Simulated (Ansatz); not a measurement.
# LiMg: squeezing one contact

One table from this session's results is given with a row withheld; the runs are named, their logs left out.

Computed with Ansatz 0.2.0 (DFT, r2SCAN, PAW with Ansatz's default frozen-core files, scalar-relativistic, unless a step's input says otherwise).

1 further run of the same task is left out (set aside as unsound or not needed).

## The starting structure

The structure is tetragonal, space group P4/mmm (No. 123). Conventional cell: a = 3.378 Å, b = 3.378 Å, c = 3.553 Å, α = 90.00°, β = 90.00°, γ = 90.00°. Li (site symmetry 4/mmm) has 8 Mg at 2.98 Å and 4 Li at 3.38 Å as nearest neighbours. Around Mg (site symmetry 4/mmm) lie 8 Li at 2.98 Å and 4 Mg at 3.38 Å.

As a file:

```
CELL_PARAMETERS angstrom
3.37819 0.00000 0.00000
0.00000 3.37819 0.00000
0.00000 0.00000 3.55261
ATOMIC_POSITIONS crystal
Li 0.00000 0.00000 0.00000
Mg 0.50000 0.50000 0.50000
```

Atoms are numbered in the order of the input: Li1, Mg2.

The first run:

Input file input.yaml:

```yaml
crystal:
  lattice:
    - [3.378185, 0.0, 0.0]
    - [0.0, 3.378185, 0.0]
    - [0.0, 0.0, 3.55261]
  atoms:
    - { symbol: Li, position: [0.0, 0.0, 0.0] }
    - { symbol: Mg, position: [0.5, 0.5, 0.5] }
kpoints:
  mp_grid: { grid: [9, 9, 9] }
scf:
  occupations: { method: fermi_dirac, width: 0.05 }
hamiltonian:
  xc: r2scan
  pseudopotentials: { kind: paw }
output:
  forces: true
  stress: true
  eigenvalues: true
  efg: { contact_densities: true }
  populations: true
```

The run is started by

```console
ansatz run input.yaml --threads 1 --pin off --max-ram 2048MiB --backend cpu --events-out ev --progress --plain --runs-dir out
```

Among the steps run: Shortest bond scaled by 1, PAW; Shortest bond scaled by 0.82, PAW; Shortest bond scaled by 0.7, PAW; Shortest bond scaled by 0.64, PAW; Shortest bond scaled by 0.58, PAW; Shortest bond scaled by 0.58, PAW (cutoff 1000 eV).

One of the session's tables, all rows but one given; the rest of the session is left out.

| method | length (Å) | F from the given length (eV/cell) | force along the bond (eV/Å) | pressure (GPa) | largest force (eV/Å) |
| --- | --- | --- | --- | --- | --- |
| PAW | 1.727 | 2.771 | 6.213 | 10.22 | 6.214 |
| PAW | 1.905 | 1.824 | 4.482 | 7.79 | 4.483 |
| PAW | 2.084 | ? | ? | ? | ? |
| PAW | 2.441 | 0.350 | 1.433 | 1.99 | 1.433 |
| PAW | 2.977 | 0.000 | 0.000 | -0.02 | 0.000 |
| PAW (cutoff 1000 eV) | 1.727 | – | 6.212 | 10.21 | 6.213 |

Estimate the missing values for PAW, 2.084.

The run gave: F from the given length (eV/cell): 1.145; force along the bond (eV/Å): 3.180; pressure (GPa): 5.54; largest force (eV/Å): 3.181.
